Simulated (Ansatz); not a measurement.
# CH6Ge (triplet): from Hartree-Fock to the top rungs at distance Ge1–H5 along a hydrogen transfer = 2.251 Å, cc-pVDZ

Aim: climb from Hartree-Fock through coupled cluster and multireference methods for CH6Ge (triplet) at one geometry and basis, and see what each rung misses.

Method: cc-pVDZ, core rule «outside noble gas», up to 15 orbitals frozen; program: Ansatz 0.2.0, Gaussian basis.

To be run: UHF; CCSD(T) on ROHF; CCSD(T) on UHF; BCCD(T) on ROHF; CISD; CCSDT(Q) on ROHF; CCSDT(Q) on UHF; CASSCF and MRCISD+Q, 4 electrons in 4 orbitals; CASSCF and NEVPT2, 4 electrons in 4 orbitals; CASSCF and MRCISD+Q, 10 electrons in 10 orbitals; CASSCF and NEVPT2, 10 electrons in 10 orbitals.

### 1 The geometry

The geometry derives from fragments relaxed apart (PBE0/def2-TZVP) and kept rigid, so it is no stationary point. A hydrogen atom is moved between rigid fragments. No spin-orbit coupling is included. The filled d shell of Ge may be among the frozen orbitals whatever the setting's name suggests; the logs give the count.

8 atoms, charge 0, spin multiplicity 3.

Atoms are counted from 1 here; the program's logs count them from 0.

Bond lengths: Ge1–H2 1.534 Å, Ge1–H3 1.534 Å, Ge1–H4 1.534 Å, H5–C6 1.090 Å, C6–H7 1.079 Å, C6–H8 1.079 Å. Angles: H2–Ge1–H3 109.5°, H2–Ge1–H4 109.5°, H3–Ge1–H4 109.5°, H5–C6–H7 112.6°, H5–C6–H8 112.6°, H7–C6–H8 134.8°.

### 2 UHF

Contents of in.yaml:

```yaml
crystal:
  periodic: [false, false, false]
  atoms:
    - {symbol: Ge, position_ang: [-0.533865, 0.000000, 0.000000]}
    - {symbol: H, position_ang: [-1.045315, 1.446599, 0.000001]}
    - {symbol: H, position_ang: [-1.045315, -0.723300, 1.252791]}
    - {symbol: H, position_ang: [-1.045315, -0.723299, -1.252792]}
    - {symbol: H, position_ang: [1.717135, 0.000000, 0.000000]}
    - {symbol: C, position_ang: [2.807135, 0.000000, 0.000000]}
    - {symbol: H, position_ang: [3.221603, 0.000000, 0.996161]}
    - {symbol: H, position_ang: [3.221603, 0.000000, -0.996161]}
basis:
  gaussian: {orbitals: cc-pVDZ}
magnetization: {spin_polarized: true, initial_magnetization: 2}
hamiltonian: {xc: hf}
output: {orbitals: {seedname: orbitals}}
```

Launch:

```sh
$ ansatz run in.yaml --threads 1 --pin off --events-out ev --progress --plain --max-ram 2816MiB --backend cpu
```

The runs that follow: CCSD(T) on ROHF; CCSD(T) on UHF; BCCD(T) on ROHF; CISD; CCSDT(Q) on ROHF; CCSDT(Q) on UHF; CASSCF and MRCISD+Q, 4 electrons in 4 orbitals; CASSCF and NEVPT2, 4 electrons in 4 orbitals; CASSCF and MRCISD+Q, 10 electrons in 10 orbitals; CASSCF and NEVPT2, 10 electrons in 10 orbitals.

Q: Predict the results of all the runs planned. Wanted: UCCSDT(Q) below the RHF energy; RMP2 from UCCSDT(Q); UMP2 from UCCSDT(Q); RCCSD from UCCSDT(Q); RCCSD(T) from UCCSDT(Q); UCCSD(T) from UCCSDT(Q); RCCSDT(Q) from UCCSDT(Q); NEVPT2 pair from UCCSDT(Q); MRCISD+Q pair from UCCSDT(Q).

**Answer**, as computed:

```
                         quantity                                                                      value
   UCCSDT(Q) below the RHF energy                                                                 -7.7249 eV
              RMP2 from UCCSDT(Q)                                                                +1487.0 meV
              UMP2 from UCCSDT(Q)                                                                +1483.9 meV
             RCCSD from UCCSDT(Q)                                                                 +181.8 meV
          RCCSD(T) from UCCSDT(Q)                                                                  +37.5 meV
          UCCSD(T) from UCCSDT(Q)                                                                  +33.4 meV
         RCCSDT(Q) from UCCSDT(Q)                                                                   +4.6 meV
       NEVPT2 pair from UCCSDT(Q)                                                                +1466.8 meV
     MRCISD+Q pair from UCCSDT(Q)                                                                  +68.0 meV
   NEVPT2 frontier from UCCSDT(Q)                                                                +1421.4 meV
levels within 1 kcal/mol (43 meV)  RCCSD(T), UCCSD(T), BCCD(T), RCCSDT, UCCSDT, RCCSDT(Q), MRCISD+Q frontier
                    T1 diagnostic                                                                      0.016
```

In words: RCCSD(T) misses by +37.5 meV, 0.5 % of the correlation energy. Of the multireference levels listed MRCISD+Q frontier comes nearest in total energy (+36.0 meV), which doesn't show that its space is the better one. These misses are within one basis, not against nature; the frozen cores of restricted and unrestricted runs differ, which can shift their rows.
